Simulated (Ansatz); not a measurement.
**CNTe radical: single points off equilibrium**

An exercise on one series of results from a longer session: the logs are not shown, and one member is left open.

The runs use Ansatz 0.2.0, Gaussian basis; single points in def2-TZVPP.

Correlated methods freeze the cores. Filled d shells of the heavier atoms are correlated. Core potentials replace the inner electrons past krypton, and spin-orbit coupling is left out. Orbitals are unrestricted. B3LYP uses VWN-RPA correlation.

## The starting structure

SMILES `[C]1=N[Te]1`, 3 atoms, charge 0, spin multiplicity 2.

Atoms are counted from 1 here; the program's logs count them from 0.

Bond lengths: C1–N2 1.251 Å, C1–Te3 2.199 Å, N2–Te3 2.083 Å. Angles: N2–C1–Te3 68.0°, C1–N2–Te3 78.2°, C1–Te3–N2 33.8°.

As a file:

```xyz
3

C    -0.8565    0.0895   -0.4532
N    -0.0373    0.8892    0.0513
Te    0.9099   -0.9407    0.3547
```

The first run:

Input file run/in.yaml:

```yaml
crystal:
  periodic: [false, false, false]
  atoms:
    - {symbol: C, position_ang: [-0.856500, 0.089500, -0.453200]}
    - {symbol: N, position_ang: [-0.037300, 0.889200, 0.051300]}
    - {symbol: Te, position_ang: [0.909900, -0.940700, 0.354700]}
basis:
  gaussian: {orbitals: def2-TZVPP}
magnetization: {spin_polarized: true, initial_magnetization: 1}
correlation: {method: ccsd_t}
scf: {omitted_lower_state_checks: [cluster_reference]}
output: {forces: true}
```

The command line of these runs was not kept.

Steps of the session up to this table: CCSD(T)/def2-TZVPP; PBE0-D4/def2-TZVPP; wB97M-V/def2-TZVPP; r2SCAN-D4/def2-TZVPP; PBE-D4/def2-TZVPP; B3LYP-D4/def2-TZVPP; LC-wPBE/def2-TZVPP.

One of the session's tables, all rows but one given; the rest of the session is left out.

| method | RMS force component (eV/Å) | angle to CCSD(T) forces (°) | dipole (D) |
| --- | --- | --- | --- |
| CCSD(T) | 0.873 | reference | 2.60 |
| PBE0-D4 | 1.166 | 19.7 | 2.65 |
| wB97M-V | 1.463 | 17.2 | 2.58 |
| r2SCAN-D4 | 0.941 | 12.8 | 2.66 |
| PBE-D4 | ? | ? | ? |
| B3LYP-D4 | 1.243 | 9.4 | 2.67 |
| LC-wPBE | 1.634 | 26.4 | 2.67 |

**Question.** Estimate the row for PBE-D4.

**Answer.** RMS force component (eV/Å): 0.684; angle to CCSD(T) forces (°): 11.1; dipole (D): 2.68. In the column «RMS force component (eV/Å)» it is the lowest.
